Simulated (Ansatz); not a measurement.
**The cluster Co₅−: geometry, orbitals and charge**

What does the cluster Co₅− look like as a multiplicity 11, and where do its frontier electrons sit?

Method: UKS PBE0-D4/def2-TZVPD; program: Ansatz 0.2.0, Gaussian basis.

Levels to be run: relaxation at PBE-D4/def2-SVPD; a single point at PBE0-D4/def2-TZVPD.

7 further runs of the same task are left out: 5 that didn't finish, 2 set aside as unsound or not needed.

### 1 The starting structure

5 atoms, charge -1, spin multiplicity 11.

Atoms are counted from 1 here; the program's logs count them from 0.

Bond lengths: Co1–Co2 2.307 Å, Co1–Co3 2.305 Å, Co1–Co4 2.307 Å, Co1–Co5 2.326 Å, Co2–Co5 2.307 Å, Co3–Co5 2.306 Å, Co4–Co5 2.307 Å. Angles: Co2–Co1–Co3 95.9°, Co2–Co1–Co4 97.6°, Co2–Co1–Co5 59.7°, Co3–Co1–Co4 97.0°, Co3–Co1–Co5 59.7°, Co4–Co1–Co5 59.7°, Co1–Co2–Co5 60.5°, Co1–Co3–Co5 60.6°, Co1–Co4–Co5 60.5°, Co1–Co5–Co2 59.7°, Co1–Co5–Co3 59.7°, Co1–Co5–Co4 59.7°, Co2–Co5–Co3 95.8°, Co2–Co5–Co4 97.6°, Co3–Co5–Co4 97.0°.

No spin-orbit coupling is included. The ion is computed in the gas phase, without counter-ions or solvent.

The start is a GFN1-xTB geometry.

### 2 Relaxation at PBE-D4/def2-SVPD

File in.yaml:

```yaml
crystal:
  periodic: [false, false, false]
  atoms:
    - {symbol: Co, position_ang: [-0.442550, -0.204670, 1.055510]}
    - {symbol: Co, position_ang: [1.653970, -0.989540, 0.497680]}
    - {symbol: Co, position_ang: [-0.086550, 1.954370, 0.330620]}
    - {symbol: Co, position_ang: [-1.557060, -0.951350, -0.820960]}
    - {symbol: Co, position_ang: [0.432190, 0.191190, -1.062850]}
basis:
  gaussian: {orbitals: def2-SVPD}
total_charge: -1
magnetization: {spin_polarized: true, initial_magnetization: 10}
hamiltonian: {xc: pbe, dispersion: d4}
scf: {lower_state_search: "off"}
output: {orbitals: {seedname: orbitals}}
relax: {f_tol: 0.02, max_steps: 100}
```

Run with:

```console
$ ansatz run in.yaml --threads 4 --pin off --events-out ev --progress --plain --max-ram 4787MiB
```

Further steps of the session: Single point, PBE0-D4/def2-TZVPD.

**Question.** What will the summary of the whole plan be? Wanted: point group; commonest bond; HOMO, LUMO at PBE0-D4/def2-TZVPD; ⟨S²⟩.

As calculated:

```
                                          quantity                            value
                                       point group                              C2v
                                    commonest bond  Co–Co, 9 of mean length 2.277 Å
HOMO, LUMO at PBE0-D4/def2-TZVPD (over both spins)                   -0.13, 1.25 eV
                                              ⟨S²⟩                           31.037
```

**Reading.** The relaxation broke 0 and made 2 bonds, so the end is another structure than the start. No usable vibrations, so a minimum isn't proven. Doubts on the single point: spin contamination. Whether this spin is the lowest isn't tested here.
